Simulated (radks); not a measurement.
# Ir⁺ with its nuclear charge varied continuously

An exercise on one series of results from a longer session: the logs are not shown, and one member is left open.

Method: Dirac Kohn-Sham, PBE, spin-unpolarised, spherical densities, point nucleus; open shells are shared between the two j in proportion to 2j + 1. Code: radks (a radial shooting solver on a logarithmic mesh, Libxc functionals) version 1.

### What is computed

```
element       : iridium (Z = 77)
charge        : +1
electrons     : 76
configuration : [Xe] 4f14 5d7 6s1
```

The outer shells:

Ir⁺
```
[Xe] core
4f [↑↓][↑↓][↑↓][↑↓][↑↓][↑↓][↑↓]
5d [↑↓][↑↓][↑ ][↑ ][↑ ]
6s [↑ ]
```

Set-up of the first run:

Settings of this run:

```text
Z 77
configuration [Xe] 4f14 5d7 6s1
relativity Dirac
functional pbe,pbe
spin unpolarised
j_filling average
nucleus point
c 137.035999084
```

Steps of the session up to this table: Z = 77.

One of the session's tables, all rows but one given; the rest of the session is left out.

It belongs to the step «Z = 77». Sizes of the orbitals, from the radial functions (bohr):

| level | <r> | outermost maximum (interpolated) | 90 % within | nodes |
| --- | --- | --- | --- | --- |
| 5s1/2 | 0.9789 | 0.892 | 1.40 | 4 |
| 5p1/2 | ? | ? | ? | ? |
| 4f5/2 | 0.5315 | 0.393 | 0.862 | 0 |
| 4f7/2 | 0.5392 | 0.397 | 0.875 | 0 |
| 5p3/2 | 1.165 | 1.03 | 1.70 | 3 |
| 5d3/2 | 1.633 | 1.28 | 2.54 | 2 |
| 5d5/2 | 1.699 | 1.32 | 2.65 | 2 |
| 6s1/2 | 2.705 | 2.33 | 3.96 | 5 |

**Question.** Estimate the row for 5p1/2.

**Answer.** <r>: 1.065; outermost maximum (interpolated): 0.947; 90 % within: 1.55; nodes: 3. In the column «<r>» it lies between 5s1/2 (0.9789) and 5p3/2 (1.165).
